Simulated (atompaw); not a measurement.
# Tin: generating and testing a PAW (atompaw) potential

Task: generate the file, and judge it by its logarithmic derivatives, its ghosts and its cutoff.

Method: atompaw 4.2.0.5, LDA (PW92), scalar-relativistic.

## (1) The atom and the settings

The settings as typed:

```
element                 : tin (Sn, Z = 50)
type                    : PAW
frozen core             : [Kr] 4d10
valence charge          : 4
reference configuration : 5s2 5p2
partial waves           : 5s (bound): rc 2.30 bohr; 5s channel at 3.75 Ry: rc 2.30 bohr; 5p (bound): rc 1.95 bohr; 5p channel at 0.5 Ry: rc 1.95 bohr
local potential         : bessel scheme, radius 1.55 bohr
core correction         : smooth core density matched at 1.45 bohr
augmentation charge     : sinc compensation charge, radius 2.30 bohr; PAW radius 2.30 bohr; waves and projectors: custom polynom vanderbiltortho
```

The outer shells as boxes (Hund's rule for the drawing; the calculation is spin-unpolarised):

```
[Kr] core
4d [↑↓][↑↓][↑↓][↑↓][↑↓]
5s [↑↓]
5p [↑ ][↑ ][  ]
```

An earlier all-electron run gives the scale for the radii.

All-electron outer shells of the reference configuration (LDA (PW92), scalar-relativistic, ld1.x):

```csv
shell,level (eV),outermost node (bohr),outermost maximum (bohr)
4p,-89.56,0.41,0.79
4d,-25.90,0.39,0.88
5s,-10.81,0.98,2.01
5p,-3.87,1.09,2.55
```

## (2) Generation

Contents of Sn.input:

```
Sn 50
LDA-PW scalarrelativistic loggrid 1500 logderivrange -3 5 201
5 5 4 0 0 0
5 1 2
0 0 0
c
c
c
c
v
c
c
c
v
c
c
1
2.30 2.30 1.55 1.45
y
3.75
n
y
0.5
n
custom polynom vanderbiltortho sinc
bessel
2.30
2.30
1.95
1.95
PWSCFOUT
UPFDX 0.0125d0 UPFXMIN -7.d0 UPFZMESH 50.d0
END
```

On the command line:

```console
atompaw < Sn.input > Sn.log
```

Before running it: what results should come out? Wanted: cutoffs for 10 and 1 mRy, occupied levels; bound ghosts; largest phase difference near zero energy, channels read; lowest eigenvalue of the overlap; share of valence orbitals outside the PAW sphere; UPF file.

The runs gave:

| quantity | value |
| --- | --- |
| cutoffs for 10 and 1 mRy, occupied levels | 18 Ry and 21 Ry |
| bound ghosts | s at -141.94 eV, p at -60.94 eV |
| largest phase difference near zero energy, channels read | 0.000 rad |
| lowest eigenvalue of the overlap (Bessel basis) | 0.014 (s) |
| share of valence orbitals outside the PAW sphere | 5s 48 %, 5p 75 % |
| UPF file | written |

It has a bound ghost (s, p), which would be filled ahead of the true valence states and rules the file out. It counts as soft, with 18 Ry needed at the looser tolerance. The slowest level is 5p: taken alone it needs 18 Ry to come within 1 mRy, against 10 Ry for 5s. Near zero energy the phases of the channels with partial waves agree within 0.001 rad. All of this concerns the isolated atom, not yet a solid.
